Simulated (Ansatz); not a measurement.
# Ta2Ru: the cost of one run

Program: Ansatz 0.2.0. Level of theory: DFT PBE, scalar-relativistic, plane waves, PAW. These are calculated values, not measurements.

## Step 1: The system as given

It takes space group P6_3/mmc (No. 194, hexagonal). Conventional cell: a = 2.956 Å, b = 2.956 Å, c = 11.499 Å, α = 90.00°, β = 90.00°, γ = 120.00°. Ta (site symmetry 3m) is surrounded by 3 Ru at 2.21 Å. Ru (site symmetry -6m2) is surrounded by 6 Ta at 2.21 Å.

Structure file:

```cif
data_structure
_symmetry_space_group_name_H-M 'P 1'
_symmetry_Int_Tables_number 1
_cell_length_a 2.9563
_cell_length_b 2.9563
_cell_length_c 11.4987
_cell_angle_alpha 90.000
_cell_angle_beta 90.000
_cell_angle_gamma 120.000
_cell_volume 87.03
loop_
_atom_site_label
_atom_site_type_symbol
_atom_site_fract_x
_atom_site_fract_y
_atom_site_fract_z
_atom_site_occupancy
Ta1 Ta 0.33333 0.66667 0.62750 1
Ta2 Ta 0.66667 0.33333 0.12750 1
Ta3 Ta 0.33333 0.66667 0.87250 1
Ta4 Ta 0.66667 0.33333 0.37250 1
Ru1 Ru 0.33333 0.66667 0.25000 1
Ru2 Ru 0.66667 0.33333 0.75000 1
```

(A quick probe on a coarse mesh, which set the mesh and smearing, is not shown.)

## Step 3: A loose first relaxation

File input.yaml:

```yaml
crystal:
  lattice:
    - [2.9562831669, 0.0, 0.0]
    - [-1.4781415835, 2.5602163233, 0.0]
    - [0.0, 0.0, 11.4987292378]
  atoms:
    - { symbol: Ta, position: [0.3333333333, 0.6666666667, 0.6275] }
    - { symbol: Ta, position: [0.6666666667, 0.3333333333, 0.1275] }
    - { symbol: Ta, position: [0.3333333333, 0.6666666667, 0.8725] }
    - { symbol: Ta, position: [0.6666666667, 0.3333333333, 0.3725] }
    - { symbol: Ru, position: [0.3333333333, 0.6666666667, 0.25] }
    - { symbol: Ru, position: [0.6666666667, 0.3333333333, 0.75] }
basis:
  ecutwfc: 420
kpoints:
  mp_grid: { grid: [6, 6, 2] }
hamiltonian:
  xc: pbe
scf:
  occupations: { method: gaussian, width: 0.1 }
  lower_state_search: "off"
output:
  forces: true
  stress: true
  eigenvalues: true
relax:
  adjacent_minimum: "off"
  f_tol: 0.04
  max_steps: 70
  cell: { stress_tol: 0.4 }
```

The run is started by

```bash
$ ansatz run input.yaml --threads 1 --pin off --max-ram 2560MiB --backend cpu --events-out ev --progress --plain --runs-dir out
```

What time and memory should one allow on 1 thread of Intel Xeon at 2.50GHz (Skylake/Cascade Lake), shared host?

About 2.4 min, with a peak of 0.43 GiB.
